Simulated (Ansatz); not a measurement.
# SiNi2 (Pnma) in Ansatz: relaxation of the atoms with PBE

Aim: the relaxation of the atoms of SiNi2 with PBE.

Everything below comes from runs of Ansatz 0.2.0. Logs are shortened: lines on timing, memory, paths and dates and some standing lists are left out, and cuts for length are marked.

### Step 1. The cell of the first run

It takes space group Pnma (No. 62, orthorhombic). Conventional cell: a = 5.040 Å, b = 3.720 Å, c = 7.030 Å, α = 90.00°, β = 90.00°, γ = 90.00°. Around Ni (site symmetry m) lie 4 Si at 2.28 to 2.35 Å and 3 Ni at 2.54 to 2.62 Å. Around Ni (site symmetry m) lie 5 Si at 2.35 to 2.57 Å and 6 Ni at 2.54 to 2.63 Å. Si (site symmetry m) is surrounded by 9 Ni at 2.28 to 2.57 Å.

### Step 2. Relaxation of the atoms, PBE, collinear spin, ferromagnetic start (strained by +1 %)

Contents of input.yaml:

```yaml
crystal:
  lattice:
    - [5.0399, 0.0, 0.0]
    - [0.0, 3.72, 0.0]
    - [0.0, 0.0, 7.03]
  atoms:
    - { symbol: Ni, position: [0.325, 0.75, 0.937], spin: 1.0 }
    - { symbol: Ni, position: [0.675, 0.25, 0.063], spin: 1.0 }
    - { symbol: Ni, position: [0.175, 0.25, 0.437], spin: 1.0 }
    - { symbol: Ni, position: [0.825, 0.75, 0.563], spin: 1.0 }
    - { symbol: Ni, position: [0.458, 0.75, 0.297], spin: 1.0 }
    - { symbol: Ni, position: [0.542, 0.25, 0.703], spin: 1.0 }
    - { symbol: Ni, position: [0.042, 0.25, 0.797], spin: 1.0 }
    - { symbol: Ni, position: [0.958, 0.75, 0.203], spin: 1.0 }
    - { symbol: Si, position: [0.786, 0.75, 0.886] }
    - { symbol: Si, position: [0.214, 0.25, 0.114] }
    - { symbol: Si, position: [0.714, 0.25, 0.386] }
    - { symbol: Si, position: [0.286, 0.75, 0.614] }
hamiltonian:
  xc: pbe
  pseudopotentials: { kind: paw }
magnetization:
  spin_polarized: true
kpoints:
  mp_grid: { grid: [5, 5, 3] }
scf:
  occupations: { method: fermi_dirac, width: 0.05 }
output:
  forces: true
  stress: true
  eigenvalues: true
relax:
  f_tol: 0.01
  max_steps: 40
```

Potentials or basis: Ansatz PAW.

Command:

```bash
$ ansatz run input.yaml --threads 4 --pin off --max-ram 11264MiB --backend cpu --events-out ev --progress --plain --runs-dir out
```

The program printed:

```text
Warning: output.stress: scf.convergence.dr2_threshold = 1e-7 eV (the SCF's general default) is looser than the 1.2e-9 eV advised for a printed stress (1e-10 eV for each atom of the cell: 12). What an SCF threshold leaves in a stress goes as its square root, and in the free energy as the threshold itself, and one threshold admits the most on a small cell: of the crystals measured, under no hybrid functional and no lock of the moments, on runs that ended without the residual-converged pass, on stresses that held no estimate of that error, the worst erred by over 100 MPa in a component at 1e-7 eV an atom and by under 5 at 1e-10. Every solve of this run answers to scf.convergence.dr2_threshold, and the tensor of one is reported: a single SCF on the reported geometry and on this run's grids (its basis.xc_grid and basis.ecutrho_ratio typed), with scf.convergence.dr2_threshold at 1.2e-9 eV or tighter, prints it and tightens no other solve. Else set scf.convergence.dr2_threshold to 1.2e-9 eV or tighter. The threshold is an SCF's pass mark: one that does not reach it within its budget of iterations ends unconverged, or closes short of it on a stop that the run arms, and scf.convergence.dr2_threshold's page says what that costs each kind of run
Warning: RAYON_NUM_THREADS=4 ignored (pool sized by the plan → 4); use --threads N
Engine: ansatz 0.2.0, aarch64-unknown-linux-gnu
Pseudopotentials: kind: paw
Pseudopotential: Ni, paw, valence charge 18, recommended cutoff 420 eV (normal), Ni.paw.azcp
Pseudopotential: Si, paw, valence charge 4, recommended cutoff 420 eV (normal), Si.paw.azcp
Functional definition: PBE
  parameter kappa = 0.804
  parameter beta = 0.06672455060314922
  exchange = pbe_x(kappa = kappa, mu = beta*pi^2/3)
  correlation = pbe_c(beta = beta)
Crystal: 12 atoms, lattice volume = 131.801 Å³
Basis set: ecut = 420 eV, 2587 PW (Γ), exchange–correlation on 72×50×96 points (8 copies of the dense FFT grid, shifted against one another)
Bands: 101, of which v1, the nominal top of the filled ones, is band 80 counted from 1 (79 counted from 0)
Symmetry: 8 space group operations
Space group: Pnma (ITA 62), of the structure as read, at distance tolerance 5.1e-5 Å
Magnetic group: BNS 62.441 (UNI 539), of the structure as read, at distance tolerance 5.1e-5 Å
k-points: 18 of 75
Non-local potential: Ni, projectors of the file, l = 0: 3, l = 1: 2, l = 2: 3, l = 3: 1
Non-local potential: Si, projectors of the file, l = 0: 2, l = 1: 2, l = 2: 2
PAW form: soft (Blöchl's): semilocal exchange-correlation on the pseudo side does not see the compensation charge
PAW one-centre angular grid: Ni, 590 points (default); XC on 64 Gauss nodes
PAW one-centre angular grid: Si, 110 points (default); XC on 64 Gauss nodes
Initial density: superposition of atomic densities (chi_scale 0.1, normalization cell)
Starting moments: Σ|m| = 8 μB on 8 of 12 sites
Initial wavefunctions: pseudopotential atomic-orbital guess
Functional: x = pbe(κ = 0.804, μ = 0.2195149727645171), c = pbe(β = 0.06672455060314922)
iter 1 solved again at ethr=2.90e-3 eV; its pass at ethr=3.10e-3 eV (dr2=4.64e0 eV) is discarded
SCF iter   1: F=—  HF=-49254.644697 eV  |F-HF|=—  |Δ(HF+E_count)|=         —  Δρ=6.69e-2 (↑6.69e-2 ↓2.60e-2)  dr2=4.70e0  dr2_m=1.43e0  M=4.368 μB ∫|m|=5.534 μB  β_m=0.30  ethr=2.90e-3  ⟨swp⟩=1.4  Hψ=17162  notcnv=0
Mixer restart at iter 1: flushing history
preconditioner: auto → Kerker (q_TF=auto, 2.818 Å⁻¹)  [metal: Δε(μ)=0.015 eV  Ē_g=7.882 eV  σ=0.050 eV  W_gap=0.07  n_scr=52 (ndim 8)  ℏωp=31.7 eV  f_vac=0.000  D(μ)=10.44/eV (n_scr^D=118)]
spin=Collinear: Kerker preconditioning applied to the charge; magnetization (m = ρ↑ − ρ↓) channel mixes plain (no charge-response kernel on spin).
[... 72 lines left out ...]
  E_hartree    = 13581.212313
  E_xc         = -911.510558
  E_vxc        = -1078.745193  (∫ρ·V_xc dr)
  E_paw        = -15106.401177  (= ΣΔE_a)
  E_vpaw       = -4245.409241  (= ΣTr[D̂ρ^β])
  E_aug_tail   = 0.004285  (compensation charges beyond the density's cutoff)
  E_ewald      = -22678.865001
  E_smearing   = -0.059261  (= −TS)
  E_closure    = -0.000000  (closes the sum)
  Σ components = -49267.547992   (vs F -49267.547992, Δ=0.00e0)
--- Forces (eV/Å), atoms counted from 1 ---
  atom   1  Ni     0.00582799     0.00000000    -0.00498842
  atom   2  Ni    -0.00582799     0.00000000     0.00498842
  atom   3  Ni    -0.00582799     0.00000000    -0.00498842
  atom   4  Ni     0.00582799     0.00000000     0.00498842
  atom   5  Ni     0.00393635    -0.00000000     0.00912315
  atom   6  Ni    -0.00393635    -0.00000000    -0.00912315
  atom   7  Ni    -0.00393635     0.00000000     0.00912315
  atom   8  Ni     0.00393635    -0.00000000    -0.00912315
  atom   9  Si    -0.00815326    -0.00000000     0.00190136
  atom  10  Si     0.00815326    -0.00000000    -0.00190136
  atom  11  Si     0.00815326     0.00000000     0.00190136
  atom  12  Si    -0.00815326    -0.00000000    -0.00190136
  max |Σ_I F_I| component: 8.67e-18 eV/Å
--- Stress (GPa, compression-positive) ---
       -0.018537       0.000000       0.000000
        0.000000       1.862533       0.000000
        0.000000       0.000000       2.284968
  P = ⅓ Tr σ = 1.3763 GPa (13.763 kbar)
--- Band table (eV; the first three rows and the last of 36) ---
  k-point 0 ↑: bands = ["-86.4642", "-86.4637", "-86.4593", "-86.4593", "-86.3221", "-86.3217", "-86.3159", "-86.3158", "-46.9413", "-46.9387", "-46.9373", "-46.9327", "-46.8973", "-46.8869", "-46.8713", "-46.8628", "-46.8331", "-46.8303", "-46.8061", "-46.8039", "-46.7932", "-46.7922", "-46.7907", "-46.7897", "-46.7520", "-46.7475", "-46.7081", "-46.7075", "-46.6785", "-46.6712", "-46.6505", "-46.6490", "4.4585", "7.0544", "7.1092", "8.8323", "10.4260", "10.9041", "11.6884", "12.0731", "12.3651", "12.4208", "12.6973", "12.7381", "12.9415", "13.0118", "13.1587", "13.3316", "13.6593", "13.7329", "13.8045", "13.8861", "13.9658", "13.9740", "14.3797", "14.5005", "14.5357", "14.6423", "14.7306", "14.8559", "14.9552", "15.0036", "15.1737", "15.1819", "15.2193", "15.2434", "15.2542", "15.3428", "15.4852", "15.4941", "15.5125", "15.7180", "15.7687", "15.8271", "15.9164", "16.0121", "16.1508", "16.1747", "16.4958", "16.8551", "17.7418", "17.9524", "19.0416", "19.4230", "19.6246", "20.0468", "20.6923", "20.7118", "21.2708", "21.6187", "22.1888", "22.3938", "23.2075", "23.3260", "23.5168", "24.7344", "24.9322", "24.9589", "25.4759", "25.9626", "26.1595"]
  k-point 1 ↑: bands = ["-86.4640", "-86.4638", "-86.4593", "-86.4593", "-86.3220", "-86.3218", "-86.3159", "-86.3158", "-46.9411", "-46.9401", "-46.9354", "-46.9334", "-46.8953", "-46.8903", "-46.8683", "-46.8643", "-46.8325", "-46.8311", "-46.8054", "-46.8043", "-46.7930", "-46.7925", "-46.7904", "-46.7899", "-46.7509", "-46.7487", "-46.7080", "-46.7077", "-46.6766", "-46.6729", "-46.6502", "-46.6494", "4.7817", "5.7105", "8.3990", "8.8459", "10.5752", "11.1272", "11.1681", "11.8272", "12.2517", "12.4843", "12.6304", "12.7821", "13.0611", "13.0916", "13.1451", "13.4457", "13.5122", "13.5974", "13.6511", "13.7510", "14.0888", "14.2475", "14.3164", "14.3857", "14.4864", "14.5734", "14.8624", "14.8862", "14.9616", "14.9683", "15.1411", "15.1770", "15.2754", "15.3275", "15.4036", "15.4445", "15.4683", "15.5931", "15.5989", "15.7414", "15.8146", "15.8300", "15.9479", "16.1079", "16.1442", "16.2425", "16.7418", "16.7524", "16.9876", "18.0977", "18.2296", "18.4025", "20.2805", "20.3607", "21.0387", "21.2840", "21.3249", "21.6480", "22.1602", "23.3420", "23.3529", "23.5089", "23.8369", "24.1610", "24.5072", "24.6029", "25.4039", "25.4774", "25.5975"]
  k-point 2 ↑: bands = ["-86.4636", "-86.4632", "-86.4597", "-86.4597", "-86.3221", "-86.3218", "-86.3159", "-86.3158", "-46.9410", "-46.9386", "-46.9378", "-46.9336", "-46.8925", "-46.8879", "-46.8736", "-46.8693", "-46.8295", "-46.8291", "-46.8150", "-46.8148", "-46.7916", "-46.7885", "-46.7842", "-46.7831", "-46.7519", "-46.7477", "-46.7081", "-46.7076", "-46.6765", "-46.6711", "-46.6510", "-46.6496", "4.8743", "7.3583", "7.3613", "8.9137", "10.7632", "10.8432", "11.8739", "12.0007", "12.0339", "12.2036", "12.2206", "12.3166", "12.8332", "13.1840", "13.3557", "13.3632", "13.5238", "13.7478", "13.8559", "13.9480", "13.9608", "14.1411", "14.1790", "14.2001", "14.5964", "14.6227", "14.7193", "14.8272", "14.8823", "15.0216", "15.0345", "15.0753", "15.0773", "15.2573", "15.2920", "15.3463", "15.3785", "15.4850", "15.4853", "15.6144", "15.6414", "15.8853", "15.8940", "16.0642", "16.0844", "16.4577", "16.4916", "17.1373", "17.4513", "17.6344", "17.9782", "18.1531", "19.6060", "19.7104", "20.0235", "20.7982", "20.8422", "21.6709", "22.1833", "22.7947", "22.8871", "23.7379", "24.4613", "24.7705", "24.9440", "25.2004", "25.3510", "25.7441", "25.7466"]
  k-point 17 ↓: bands = ["-86.4622", "-86.4622", "-86.4608", "-86.4608", "-86.3199", "-86.3199", "-86.3180", "-86.3180", "-46.9395", "-46.9392", "-46.9368", "-46.9364", "-46.8853", "-46.8846", "-46.8796", "-46.8789", "-46.8271", "-46.8268", "-46.8250", "-46.8244", "-46.7851", "-46.7842", "-46.7805", "-46.7799", "-46.7336", "-46.7329", "-46.7203", "-46.7199", "-46.6676", "-46.6670", "-46.6612", "-46.6607", "7.0677", "7.5852", "7.9352", "8.2168", "9.9469", "10.2256", "10.5878", "10.8114", "11.9784", "12.4475", "12.6282", "12.9272", "13.0256", "13.0599", "13.2091", "13.3086", "13.6559", "13.7567", "13.8790", "13.9219", "14.0463", "14.1068", "14.1878", "14.2427", "14.3820", "14.4160", "14.5407", "14.6260", "14.8563", "14.9378", "14.9483", "15.0253", "15.1328", "15.1689", "15.2220", "15.2601", "15.3917", "15.4127", "15.4615", "15.4868", "15.5709", "15.6392", "15.7894", "15.8470", "16.2754", "16.3660", "16.4479", "16.5195", "17.0572", "17.2498", "17.5944", "18.1702", "19.5482", "19.9469", "20.1838", "20.8720", "21.0283", "21.5505", "22.3152", "22.6088", "23.7060", "23.9192", "24.5621", "24.8876", "25.4836", "26.0378", "26.1679", "26.5153", "27.0910"]
--- Relaxed structure (4 steps of the walk, 4 accepted, 0 SCFs on fresh bases) ---
  F+E_penalty+E_count = -49267.54799200 eV   max|allowed force component| = 9.123e-3 eV/Å
  atoms:
    - { symbol: Ni, position: [0.33041627261600887, 0.75, 0.9393831160305527] }
    - { symbol: Ni, position: [0.6695837273839913, 0.25, 0.06061688396944759] }
    - { symbol: Ni, position: [0.16958372738399122, 0.25, 0.43938311603055247] }
    - { symbol: Ni, position: [0.8304162726160087, 0.75, 0.5606168839694475] }
    - { symbol: Ni, position: [0.4603957018524621, 0.75, 0.2950564751386183] }
    - { symbol: Ni, position: [0.539604298147538, 0.25, 0.7049435248613818] }
    - { symbol: Ni, position: [0.03960429814753787, 0.25, 0.7950564751386184] }
    - { symbol: Ni, position: [0.9603957018524621, 0.75, 0.20494352486138176] }
    - { symbol: Si, position: [0.7859042161142412, 0.75, 0.8859631766745953] }
    - { symbol: Si, position: [0.2140957838857589, 0.25, 0.11403682332540464] }
    - { symbol: Si, position: [0.7140957838857589, 0.25, 0.38596317667459545] }
    - { symbol: Si, position: [0.2859042161142411, 0.75, 0.6140368233254048] }
```

Run time: 54 s. Hardware: 4 threads of Arm Neoverse V1, shared host; peak memory 0.84 GiB.

Results:

| Quantity | Value |
| --- | --- |
| Free energy | -49267.5480 eV |
| Energy gained by relaxing | 2.8 meV/atom |
| Ionic steps | 4 |
| Pressure after relaxing | 1.4 GPa |
| Largest force after relaxing | 0.010 eV/Å |
| Band gap on the k mesh | none (metal or under the smearing width) |
| Net moment | 0.00 μB per cell |
| Absolute moment | 0.00 μB per cell |

Forces on the atoms (eV/Å):
```
Ni   0.006  0.000 -0.005
Ni  -0.006  0.000  0.005
Ni  -0.006  0.000 -0.005
Ni   0.006  0.000  0.005
Ni   0.004  0.000  0.009
Ni  -0.004  0.000 -0.009
Ni  -0.004  0.000  0.009
Ni   0.004  0.000 -0.009
Si  -0.008  0.000  0.002
Si   0.008  0.000 -0.002
Si   0.008  0.000  0.002
Si  -0.008  0.000 -0.002
```

Step by step:
```
step  energy change (eV)  largest force (eV/Å)
   1              0.0000                0.3866
   2             -0.0203                0.2440
   3             -0.0334                0.0099
   4             -0.0334                0.0099
```

Final structure:
```xyz
12
Lattice="5.0399 0.0000 0.0000 0.0000 3.7200 0.0000 0.0000 0.0000 7.0300" Properties=species:S:1:pos:R:3 pbc="T T T"
Ni    1.6653    2.7900    6.6039
Ni    3.3746    0.9300    0.4261
Ni    0.8547    0.9300    3.0889
Ni    4.1852    2.7900    3.9411
Ni    2.3203    2.7900    2.0742
Ni    2.7196    0.9300    4.9558
Ni    0.1996    0.9300    5.5892
Ni    4.8403    2.7900    1.4408
Si    3.9609    2.7900    6.2283
Si    1.0790    0.9300    0.8017
Si    3.5990    0.9300    2.7133
Si    1.4409    2.7900    4.3167
```

Caveat: the starting moments weren't kept; the thresholds are loose for stress.
